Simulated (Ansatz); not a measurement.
Relaxation of a periodic cell of 13 atoms, Sc12H (host Sc, host structure hcp, interstitial H), to a largest force component of 0.03 eV/Å in at most 60 steps.

Method: Ansatz 0.2.0, DFT PBEsol, scalar-relativistic, plane waves, PAW. Settings: cutoff 420 eV, k mesh 3x2x3, gaussian smearing 0.1 eV, no spin polarisation.

```xyz
13
Lattice="6.6200 0.0000 0.0000 -4.9650 8.5996 0.0000 0.0000 0.0000 5.2761" Properties=species:S:1:pos:R:3:forces:R:3
Sc 0.000 0.000 0.000 -0.04 0.02 0.03
Sc 0.000 1.911 2.638 -0.05 -0.03 0.07
Sc -1.655 2.867 0.000 0.01 -0.07 0.00
Sc -1.655 4.778 2.638 0.01 -0.01 0.03
Sc -3.310 5.733 0.000 0.00 0.00 0.02
Sc -3.310 7.644 2.638 0.02 0.00 0.07
Sc 3.310 0.000 0.000 0.09 0.03 0.00
Sc 3.310 1.911 2.638 0.05 -0.02 0.04
Sc 1.655 2.867 0.000 0.01 0.00 -0.05
Sc 1.655 4.778 2.638 -0.01 0.00 -0.03
Sc 0.000 5.733 0.000 0.00 0.01 -0.03
Sc 0.000 7.644 2.638 0.00 0.06 0.07
H 5.015 0.952 4.067 -0.08 0.01 -0.23
```

Problem. Where does it end, and by what steps?

Solution. It converged. Limits of this set-up: coarse k mesh, odd electron count without spin, a small cell, in which the defect meets its images. After 3 steps the energy has fallen by 0.019 eV; H13 moved furthest, 0.11 Å.

```tsv
step	energy less start (eV)	largest force component (eV/Å)	accepted
0	0.0000	0.229	yes
1	-0.0014	0.253	yes
2	-0.0180	0.057	yes
3	-0.0195	0.003	yes
```

```xyz
13
Lattice="6.6200 0.0000 0.0000 -4.9650 8.5996 0.0000 0.0000 0.0000 5.2761" Properties=species:S:1:pos:R:3
Sc -0.007 0.005 0.012
Sc -0.008 1.906 2.646
Sc -1.650 2.856 0.000
Sc -1.652 4.773 2.655
Sc -3.306 5.732 0.019
Sc -3.304 7.647 2.670
Sc 3.326 0.005 0.009
Sc 3.325 1.905 2.643
Sc 1.657 2.864 -0.016
Sc 1.658 4.779 2.635
Sc 0.004 5.737 -0.001
Sc 0.003 7.654 2.655
H 4.970 0.955 3.967
```

Whether the end is a true minimum wasn't checked by a vibrational analysis.

The run took 28 s on 2 threads of Intel(R) Xeon(R) Platinum 8488C (Sapphire Rapids), on a shared host, peak memory 0.78 GiB.
